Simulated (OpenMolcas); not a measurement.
**Mo³⁺ among point charges: CASSCF and CASPT2 levels and susceptibility**

Aim: the splitting of the states of Mo³⁺ in the field of 3 point charges, its lowest levels with spin-orbit coupling and its magnetic susceptibility.

The numbers are computed with OpenMolcas 26.06 (state-averaged CASSCF and CASPT2, spin-orbit coupling by RASSI with atomic mean-field integrals), except any that are marked as measured or tabulated.

## Step 1: What is computed

```
Species                           : Mo³⁺ (molybdenum, Z = 42, 39 electrons)
Basis                             : ANO-RCC-VDZP [6s5p3d1f], 43 functions
Scalar Hamiltonian                : DKH2, point nucleus
Inactive shells                   : 1s 2s 2p 3s 3p 3d 4s 4p
Active space                      : 3 electrons in 5 orbitals (4d)
Some configurations of this space : 4d3
Orbitals                          : optimised for each spin and parity, averaged over all roots
```

The outer shells:

4d3
```
4d [↑ ][↑ ][↑ ][  ][  ]
```

The ion sits among 3 point charges of -3 e arranged as a planar triangle (D3h), 2.17 Å from the ion.

Each step is its own input file, run in one work folder so that later steps find the files of earlier ones. Labels, J, g values, rates, χT and fits are worked out afterwards by a script from the matrices that RASSI stores.

## Step 2: GATEWAY and SEWARD: basis and integrals

Contents of a.inp:

```
&GATEWAY
Coord
1

Mo 0.0 0.0 0.0
Basis=ANO-RCC-VDZP
Group=NoSym
NoMove
AngMom=0.0 0.0 0.0
AMFI
XField
3 Angstrom 0
2.170000 0.000000 0.000000 -3.000000
-1.085000 1.879275 0.000000 -3.000000
-1.085000 -1.879275 0.000000 -3.000000
&SEWARD
```

Run with:

```console
OMP_NUM_THREADS=1 MOLCAS_MEM=1689 MOLCAS_PROJECT=a pymolcas a.inp > a.log
```

## Step 3: CASSCF: quartets, 10 roots

Contents of a.inp:

```
&RASSCF
FileOrb=start.orb
Symmetry=1
Spin=4
nActEl=3 0 0
Inactive=18
Ras2=5
CIRoot=10 10 1
SDav=10
CIMx=300
Iter=120 100
PrWF=0.3
OrbListing=Nothing
MaxOrb=0
>>> COPY $Project.JobIph JOB001
```

start.orb holds the contracted functions of the basis, ordered by shell, or the orbitals of the step before.

## Step 4: CASSCF: doublets, 40 roots

Contents of a.inp:

```
&RASSCF
FileOrb=start.orb
Symmetry=1
Spin=2
nActEl=3 0 0
Inactive=18
Ras2=5
CIRoot=40 40 1
SDav=40
CIMx=300
Iter=120 100
PrWF=0.3
OrbListing=Nothing
MaxOrb=0
>>> COPY $Project.JobIph JOB002
```

## Step 5: RASSI: spin-orbit coupling between the states

Contents of a.inp:

```
&RASSI
NrOfJobIphs=2 10 40
1 2 3 4 5 6 7 8 9 10
1 2 3 4 5 6 7 8 9 10 11 12 13 14 15 16 17 18 19 20 21 22 23 24 25 26 27
28 29 30 31 32 33 34 35 36 37 38 39 40
IphNames
JOB001
JOB002
EJob
SpinOrbit
DIPRint=1.0
SOCoupling=1000.0
Subsets=2
Property=9
'ANGMOM' 1 'ANGMOM' 2 'ANGMOM' 3 'MLTPL  1' 1 'MLTPL  1' 2 'MLTPL  1' 3
'AMFI' 1 'AMFI' 2 'AMFI' 3
SOProperty=3
'ANGMOM' 1 'ANGMOM' 2 'ANGMOM' 3
```

## Step 6: CASPT2: IPEA 0.25, imaginary shift 0.1 (closed shells correlated: 4s 4p)

Contents of a.inp:

```
>>> COPY JOB001 $Project.JobIph
&CASPT2
Multistate=10 1 2 3 4 5 6 7 8 9 10
NoMult
Frozen=14
IPEA=0.25
Imaginary=0.1
MaxIter=60
WThr=0.0 0.3 0.05
PrWF=0.5
NoMix
>>> COPY JOB002 $Project.JobIph
&CASPT2
Multistate=40 1 2 3 4 5 6 7 8 9 10 11 12 13 14 15 16 17 18 19 20 21 22
23 24 25 26 27 28 29 30 31 32 33 34 35 36 37 38 39 40
NoMult
Frozen=14
IPEA=0.25
Imaginary=0.1
MaxIter=60
WThr=0.0 0.3 0.05
PrWF=0.5
NoMix
```

(Steps that only read results are left out.)

Q: Predict the outcome of this session. Wanted: spin-free ground state; first state of the same spin within the active space; lowest level; next level.

The runs gave:

| quantity | value |
| --- | --- |
| method | SS-CASPT2, IPEA 0.25, imaginary shift 0.1 (closed shells correlated: 4s 4p) |
| spin-free ground state | 4A2, 1-fold in its orbital part |
| first state of the same spin within the active space | 4A2 at 10500 cm⁻¹ |
| lowest level | 2-fold E3/2, g = 0.00, 0.00, 5.98 |
| next level | 27.4 cm⁻¹ |
| χT at 300 K | 1.76 cm³ K/mol |
| effective moment at 300 K | 3.75 μB |

Cost by method:

```csv
method,time of its own steps,time with the reference
A. CASSCF,15 s,15 s
"B. SS-CASPT2, IPEA 0.25, imaginary shift 0.1, +4s 4p",5.9 s,21 s
```

Times are of one thread on a shared host.

**Reading.** The spin-free ground state (4A2) comes to 64 % from free-ion P terms and keeps the highest spin of the shell. χT at 300 K is 1.76, against 1.88 cm³ K/mol for the spin alone; near agreement at one temperature doesn't show that the orbital moment is quenched. CASPT2 does not keep the components of a term degenerate, and the means are used. The field of point charges can differ much from that of real complexes. This is an electrostatic model: the charges have no orbitals.
